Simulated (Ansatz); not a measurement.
Crystal: CuTe.

```
Cu Te
1.0
     0.00000    3.16856    3.16856
     3.16856    0.00000    3.16856
     3.16856    3.16856    0.00000
Cu Te
1 1
Direct
  0.00000 0.00000 0.00000
  0.25000 0.25000 0.25000
```

The cell comes from a database or a generator and needn't be the stable form of this composition.

Base run:

```yaml
Program: Ansatz 0.2.0
Functional: PBEsol
Potentials_or_basis: Ansatz PAW
Cutoff: "420 eV (not typed: the program's choice for these potentials)"
k_mesh: 5 × 5 × 5
Occupations: gaussian, width 0.05 eV
Spin: collinear spin, ferromagnetic start
Starting_moments: "[0.6, 0.0] μB"
Hubbard_terms: Cu d U = 3 eV
```

Its results: band gap on the k mesh none (metal or under the smearing width); pressure -9.1 GPa; net moment 0.00 μB per cell.

Q: The run is repeated on the same cell with these changes: functional from PBEsol to r2SCAN; cutoff from 420 eV (not typed: the program's choice for these potentials) to 500 eV (not typed: the program's choice for these potentials); hubbard terms from Cu d U = 3 eV to Cu d U = 7 eV. What comes out?

A: Band gap on the k mesh none (metal or under the smearing width); pressure -7.6 GPa; net moment 0.00 μB per cell.

Several settings changed at once, so the effect can't be laid on one alone.

Caveats: the magnetic or orbital state may not be the lowest; the PAW data sets come from PBE, with cores solved anew for the run's functional, which leaves a small shift of forces and pressure; the U is typed as a test and isn't derived for this compound; the starting moments weren't kept.
